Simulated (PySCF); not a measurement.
# DyH9N3 (Dy(NH3)33+): the cost of one run

The runs use PySCF 2.14.0; several levels, as the steps say, no spin–orbit coupling.

1 further run of the same task is left out (for a known fault of the program).

## (1) The system as given

13 atoms, charge 3, spin multiplicity 1.

Bond lengths: Dy1–N2 2.395 Å, Dy1–N6 2.395 Å, Dy1–N10 2.395 Å, N2–H3 1.038 Å, N2–H4 1.037 Å, N2–H5 1.037 Å, N6–H7 1.038 Å, N6–H8 1.037 Å, N6–H9 1.037 Å, N10–H11 1.038 Å, N10–H12 1.037 Å, N10–H13 1.037 Å. Angles: N2–Dy1–N6 110.3°, N2–Dy1–N10 110.3°, N6–Dy1–N10 110.3°, Dy1–N2–H3 114.9°, Dy1–N2–H4 116.3°, Dy1–N2–H5 115.8°, H3–N2–H4 102.6°, H3–N2–H5 102.6°, H4–N2–H5 102.7°, Dy1–N6–H7 114.9°, Dy1–N6–H8 116.3°, Dy1–N6–H9 115.8°, H7–N6–H8 102.6°, H7–N6–H9 102.6°, H8–N6–H9 102.7°, Dy1–N10–H11 114.9°, Dy1–N10–H12 116.3°, Dy1–N10–H13 115.8° and more.

Geometry (Å):

```xyz
13
DyH9N3
Dy    0.00000    0.00000    0.72155
N     2.27001   -0.00069   -0.04218
H     2.96819   -0.30782    0.66210
H     2.48210   -0.61271   -0.85174
H     2.64482    0.91711   -0.34605
N    -1.13441    1.96623   -0.04218
H    -1.21751    2.72444    0.66210
H    -0.71042    2.45592   -0.85174
H    -2.11665    1.83193   -0.34605
N    -1.13560   -1.96554   -0.04218
H    -1.75068   -2.41662    0.66210
H    -1.77168   -1.84320   -0.85174
H    -0.52817   -2.74903   -0.34605
```

Formal oxidation states: Dy +3. Each metal's 9 4f electrons lie in its core potential, so multiplicities, spins and levels count the valence alone. An earlier session relaxed this geometry at PBE0, Dy lcecp-1-SVP with ECP55, N def2-SVP, H def2-SVP (singlet, point group C3).

At PBE0 on the finer grid: E = -205.402290 Eh, HOMO -24.70 eV, LUMO -16.44 eV, Mulliken charge on Dy1 +1.81 e, largest force component 0.013 eV/Å. 

Levels to run: CAM-B3LYP; PBE; PBE0, TZVP. Hardware: 2 threads of Intel Xeon 6975P-C (Granite Rapids), shared host.

## (2) CAM-B3LYP

File run.py (the lines that set the calculation):

```python
mol = gto.M(atom='''
Dy     0.00000     0.00000     0.72155
N      2.27001    -0.00069    -0.04218
H      2.96819    -0.30782     0.66210
H      2.48210    -0.61271    -0.85174
H      2.64482     0.91711    -0.34605
N     -1.13441     1.96623    -0.04218
H     -1.21751     2.72444     0.66210
H     -0.71042     2.45592    -0.85174
H     -2.11665     1.83193    -0.34605
N     -1.13560    -1.96554    -0.04218
H     -1.75068    -2.41662     0.66210
H     -1.77168    -1.84320    -0.85174
H     -0.52817    -2.74903    -0.34605''',
    basis={'Dy': 'lcecp-1-SVP', 'N': 'def2-SVP', 'H': 'def2-SVP'},
    ecp={'Dy': 'lcecp-1-SVP'},
    charge=3, spin=0)
mf = dft.RKS(mol, xc='CAMB3LYP')
mf.grids.atom_grid = (75, 302)  # f atoms: unpruned, at least (60, 302)
mf = mf.density_fit()  # fitting sets: Dy AutoAux, N def2-universal-JKFIT, H def2-universal-JKFIT
mf.conv_tol = 1e-08; mf.max_cycle = 55
mf.kernel(dm0)  # dm0: the density of the relaxed state
```

Run with:

```sh
$ OMP_NUM_THREADS=2 python run.py
```

**Question.** How long does this run take on 2 threads of Intel Xeon 6975P-C (Granite Rapids), shared host?

About 11 s.
